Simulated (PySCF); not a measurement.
**GeS₂: structure of the singlet**

Aim: relax GeS₂ as a singlet from a linear start, check by its vibrations whether the end is a minimum, and collect its spectrum and constants.

Program: PySCF 2.14.0. Level of theory: PBE0, basis Ge def2-TZVP, S def2-TZVP, no relativity, density fitting. These are calculated values, not measurements.

## Step 1: The starting structure

3 atoms, charge 0, spin multiplicity 1.

Bond lengths: Ge1–S2 2.050 Å, Ge1–S3 2.050 Å. Angles: S2–Ge1–S3 180.0°.

Coordinates in bohr (charge 0 multiplicity 1):
```
Ge    0.0000    0.0000    0.0000
S     0.0000    0.0000    3.8739
S     0.0000    0.0000   -3.8739
```

## Step 2: The SCF at the typed geometry

The steps below are one call of a driver around PySCF. For each, scf.py gives the equivalent set-up of the SCF; relaxations use the driver's own optimiser. After this first run the driver tries any further starts and a stability analysis.

Input file scf.py:

```python
from pyscf import gto, scf, dft
mol = gto.M(atom='''
Ge     0.000000     0.000000     0.000000
S      0.000000     0.000000     2.050000
S      0.000000     0.000000    -2.050000''',
    basis={'Ge': 'def2-TZVP', 'S': 'def2-TZVP'},
    charge=0, spin=0)
mf = dft.RKS(mol, xc='PBE0')
mf.grids.atom_grid = (50, 194)
aux = {'Ge': 'def2-universal-JKFIT', 'S': 'def2-universal-JKFIT'}
mf = mf.density_fit(auxbasis=aux)
mf.conv_tol = 1e-08
mf.diis_space = 10
mf.max_cycle = 60
mf.init_guess = 'minao'
mf.verbose = 4
mf.kernel()
```

Started as:

```sh
> OMP_NUM_THREADS=4 python axn.py task.json out
```

The runs that follow: Linear start, singlet: relaxation; Hessian and properties.

**Question.** What will these runs give? Wanted: minimum; geometry; wavenumbers; dipole moment; highest occupied, lowest empty level; polar-tensor charge of Ge1; zero-point energy; atomisation energy.

As calculated:

| quantity | value |
| --- | --- |
| minimum | singlet, D∞h |
| geometry | Ge–S 1.995 Å (×2); S–Ge–S 180.0° |
| wavenumbers (cm⁻¹) | 132 (πu), 497 (σg+), 673 (σu+) |
| dipole moment | 0.00 D |
| highest occupied, lowest empty level | -7.92, -2.28 eV |
| polar-tensor charge of Ge1 | +0.90 e |
| zero-point energy | 8.6 kJ/mol |
| entropy at 298.15 K | 268.4 J/(mol K) |
| atomisation energy (no zero-point energy) | 827 kJ/mol |

What this shows: The linear start keeps its D∞h symmetry and ends in a minimum. In the infrared the band at 673 cm⁻¹ (σu+, stretch) leads. Ge1 has a polar-tensor charge of +0.9 e (a dipole derivative, not a static charge), yet symmetry cancels the bond dipoles. Only this shape and spin were tried, so other structures or states may lie lower.
